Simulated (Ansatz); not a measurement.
**C₂H₃AlF₂: one species, many methods**

The task here is to estimate one member of a computed series from the others.

Method: functionals in def2-TZVPP, the program's frozen cores in correlated methods; program: Ansatz 0.2.0, Gaussian basis.

Levels to be run: PBE-D4, r2SCAN-D4, PBE0-D4, B3LYP-D4, ωB97X-V, ωB97M-V, B2PLYP; CCSD(T)/def2-TZVPP; CCSD(T)/def2-QZVPP; extrapolation to the limit.

### The relaxed structure

All runs share one geometry, relaxed beforehand with PBE0-D4 in a triple-zeta def2 set.

SMILES `F/C=[C](/F)[AlH2]`, 8 atoms, charge 0, spin multiplicity 1.

Atoms are counted from 1 here; the program's logs count them from 0.

Bond lengths: F1–C2 1.406 Å, C2–C3 1.320 Å, C2–H6 1.080 Å, C3–F4 1.332 Å, C3–Al5 1.985 Å, Al5–H7 1.581 Å, Al5–H8 1.581 Å. Angles: F1–C2–C3 109.5°, F1–C2–H6 112.4°, C3–C2–H6 138.1°, C2–C3–F4 121.8°, C2–C3–Al5 99.6°, F4–C3–Al5 138.7°, C3–Al5–H7 118.5°, C3–Al5–H8 118.5°, H7–Al5–H8 122.8°.

The first run:

Contents of in.yaml:

```yaml
crystal:
  periodic: [false, false, false]
  atoms:
    - {symbol: F, position_ang: [-1.435252, -0.302462, 0.148419]}
    - {symbol: C, position_ang: [-0.643138, 0.561537, 0.924163]}
    - {symbol: C, position_ang: [0.595110, 0.554043, 0.465909]}
    - {symbol: F, position_ang: [1.554385, 1.290539, 1.024149]}
    - {symbol: Al, position_ang: [0.383277, -0.727921, -1.034594]}
    - {symbol: H, position_ang: [-1.205610, 1.037446, 1.713584]}
    - {symbol: H, position_ang: [0.685005, -2.256443, -0.767622]}
    - {symbol: H, position_ang: [0.066213, -0.156729, -2.474006]}
basis:
  gaussian: {orbitals: def2-TZVPP}
hamiltonian: {xc: pbe, dispersion: d4}
output: {forces: true, orbitals: {seedname: orbitals}}
```

Command:

```
ansatz run in.yaml --threads 2 --pin off --events-out ev --progress --plain --max-ram 32768MiB --backend cpu
```

Steps of the session up to this table: PBE-D4 (GGA); r2SCAN-D4 (meta-GGA); PBE0-D4 (hybrid); B3LYP-D4 (hybrid); ωB97X-V (range-separated); ωB97M-V (range-separated); B2PLYP (double hybrid); CCSD(T) in def2-TZVPP; CCSD(T) in def2-QZVPP.

One of the session's tables, all rows but one given; the rest of the session is left out.

It belongs to the step «Atomisation energies». 

```
            method  atomisation energy (kJ/mol)
            PBE-D4                       2929.4
         r2SCAN-D4                       2855.5
           PBE0-D4                       2840.1
          B3LYP-D4                       2828.2
           ωB97X-V                       2849.0
           ωB97M-V                       2850.8
            B2PLYP                       2802.6
     HF/def2-TZVPP                            ?
    MP2/def2-TZVPP                       2835.9
   CCSD/def2-TZVPP                       2697.7
CCSD(T)/def2-TZVPP                       2754.0
           MP2/CBS                       2916.3
       CCSD(T)/CBS                       2833.1
```

Estimate the missing values for HF/def2-TZVPP.

The run gave: atomisation energy (kJ/mol): 1989.0. In the column «atomisation energy (kJ/mol)» it is the lowest.

Limits of these values: Free atoms (2 F, 2 C, 1 Al, 3 H) were run apart at each level; the atomisation energy is their sum less the molecule, without zero-point or spin-orbit terms.
